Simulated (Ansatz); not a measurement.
# C₃H₁₁BFN: basis-set convergence

One table from this session's results is given with a row withheld; the runs are named, their logs left out.

Method: one geometry, several basis sets; program: Ansatz 0.2.0, Gaussian basis.

Plan: PBE0-D4/def2-SVP; ωB97M-V/def2-SVP; PBE0-D4/def2-QZVPP; ωB97M-V/def2-QZVPP; the functionals' def2-TZVPP values are taken from earlier runs.

## Structure used throughout

An earlier PBE0-D4 in a triple-zeta def2 set relaxation fixed the geometry.

SMILES `C[NH2+][B-](C)(C)F`, 17 atoms, charge 0, spin multiplicity 1.

Atoms are counted from 1 here; the program's logs count them from 0.

Bond lengths: C1–N2 1.469 Å, C1–H7 1.091 Å, C1–H8 1.088 Å, C1–H9 1.088 Å, N2–B3 1.677 Å, N2–H10 1.015 Å, N2–H11 1.017 Å, B3–C4 1.608 Å, B3–C5 1.606 Å, B3–F6 1.414 Å, C4–H12 1.097 Å, C4–H13 1.094 Å, C4–H14 1.098 Å, C5–H15 1.095 Å, C5–H16 1.097 Å, C5–H17 1.094 Å. Angles: N2–C1–H7 111.5°, N2–C1–H8 108.0°, N2–C1–H9 108.9°, H7–C1–H8 110.0°, H7–C1–H9 109.6°, H8–C1–H9 108.7°, C1–N2–B3 115.6°, C1–N2–H10 110.8°, C1–N2–H11 109.9°, B3–N2–H10 108.4°, B3–N2–H11 105.0°, H10–N2–H11 106.7°, N2–B3–C4 104.9°, N2–B3–C5 108.1°, N2–B3–F6 101.3°, C4–B3–C5 116.0°, C4–B3–F6 112.3°, C5–B3–F6 112.8° and more.

The first run:

Input file in.yaml:

```yaml
crystal:
  periodic: [false, false, false]
  atoms:
    - {symbol: C, position_ang: [-1.531601, -1.329397, -0.494588]}
    - {symbol: N, position_ang: [-0.101644, -0.994447, -0.452422]}
    - {symbol: B, position_ang: [0.257070, 0.616626, -0.156393]}
    - {symbol: C, position_ang: [1.858897, 0.709267, -0.265828]}
    - {symbol: C, position_ang: [-0.375598, 1.014323, 1.265584]}
    - {symbol: F, position_ang: [-0.393054, 1.248017, -1.241138]}
    - {symbol: H, position_ang: [-1.692532, -2.359466, -0.816588]}
    - {symbol: H, position_ang: [-2.018191, -0.642835, -1.184713]}
    - {symbol: H, position_ang: [-1.956100, -1.187287, 0.497051]}
    - {symbol: H, position_ang: [0.380908, -1.561520, 0.238003]}
    - {symbol: H, position_ang: [0.328187, -1.199085, -1.350861]}
    - {symbol: H, position_ang: [2.383570, 0.136266, 0.508219]}
    - {symbol: H, position_ang: [2.176054, 1.749568, -0.147602]}
    - {symbol: H, position_ang: [2.240741, 0.378740, -1.240542]}
    - {symbol: H, position_ang: [-1.470632, 0.987980, 1.279202]}
    - {symbol: H, position_ang: [-0.015443, 0.390976, 2.093180]}
    - {symbol: H, position_ang: [-0.089531, 2.041972, 1.509436]}
basis:
  gaussian: {orbitals: def2-SVP}
hamiltonian: {xc: pbe0, dispersion: d4}
output: {orbitals: {seedname: orbitals}}
```

Started as:

```bash
> ansatz run in.yaml --threads 4 --pin off --events-out ev --progress --plain --max-ram 11315MiB
```

Steps of the session up to this table: PBE0-D4 in def2-SVP; ωB97M-V in def2-SVP; PBE0-D4 in def2-QZVPP; ωB97M-V in def2-QZVPP.

One of the session's tables, all rows but one given; the rest of the session is left out.

It belongs to the step «Functionals by basis». 

```
functional       basis  HOMO (eV)  LUMO (eV)
   PBE0-D4    def2-SVP      -7.19       0.85
   PBE0-D4  def2-TZVPP          ?          ?
   PBE0-D4  def2-QZVPP      -7.37      -0.12
   ωB97M-V    def2-SVP      -9.52       2.46
   ωB97M-V  def2-TZVPP      -9.68       1.66
   ωB97M-V  def2-QZVPP      -9.70       1.00
```

**Question.** Estimate the row for PBE0-D4, def2-TZVPP.

**Answer.** HOMO (eV): -7.35; LUMO (eV): 0.26. In the column «HOMO (eV)» it lies between PBE0-D4, def2-QZVPP (-7.37) and PBE0-D4, def2-SVP (-7.19).
